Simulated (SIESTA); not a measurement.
Crystal: BaSr3O4.

```
Ba Sr O
1.0
     5.32770    0.00000    0.00000
     0.00000    5.32770    0.00000
     0.00000    0.00000    5.32770
Ba Sr O
1 3 4
Direct
  0.50000 0.50000 0.50000
  0.00000 0.00000 0.50000
  0.00000 0.50000 0.00000
  0.50000 0.00000 0.00000
  0.00000 0.00000 0.00000
  0.50000 0.50000 0.00000
  0.50000 0.00000 0.50000
  0.00000 0.50000 0.50000
```

The cell comes from a database or a generator and needn't be the stable form of this composition.

* Program: SIESTA 5.4.2
* Task: single point
* Functional: PBEsol
* Potentials or basis: PseudoDojo 0.4 standard (PBEsol files)
* Basis: DZP (energy shift 0.003 Ry; two zetas on semicore shells; d shell added on Ba, Sr)
* Grid cutoff: 800 Ry
* Energy shift: 0.003 Ry
* k mesh: 5 × 5 × 5
* Occupations: fermi-dirac, width 0.05 eV
* Spin: no spin polarisation

On this cell: pressure -4.0 GPa; largest force zero by symmetry; band gap on the k mesh 2.41 eV, direct.

The same run follows on a disturbed copy (atoms moved at random, drawn with an rms of 0.05 Å):

```
Ba Sr O
1.0
     5.32770    0.00000    0.00000
     0.00000    5.32770    0.00000
     0.00000    0.00000    5.32770
Ba Sr O
1 3 4
Direct
  0.48999 0.49352 0.49742
  0.01136 0.99716 0.50959
  0.00091 0.49797 0.00374
  0.50352 0.00301 0.00744
  0.00794 0.01355 0.99958
  0.49252 0.51056 0.00238
  0.50815 0.00290 0.50340
  0.99690 0.50170 0.49935
```

Task: What changes?

Result: The energy moves by +5.9 meV/atom; pressure -3.9 GPa; largest force 0.605 eV/Å; band gap on the k mesh 2.42 eV, direct.

Forces in eV/Å, atoms in the order of the input:
```
Ba   0.469  0.288  0.251
Sr  -0.374  0.023 -0.096
Sr  -0.111  0.109 -0.046
Sr   0.065 -0.127 -0.135
O   -0.019 -0.119  0.057
O    0.061 -0.040 -0.060
O   -0.061 -0.161 -0.002
O   -0.033  0.029  0.031
```

Stress tensor (GPa, compression positive):
```
-3.90 -0.01 -0.03
-0.01 -3.73 -0.01
-0.03 -0.01 -3.92
```

Caveats: this set's barium file shifts pressures by up to 1 GPa against other sets; spin-orbit coupling is left out, which moves the levels of the heavy elements; an odd mesh through Γ misses points on the zone boundary, where band edges often lie; the basis of atomic orbitals isn't converged, which shifts pressures, moduli and gaps.
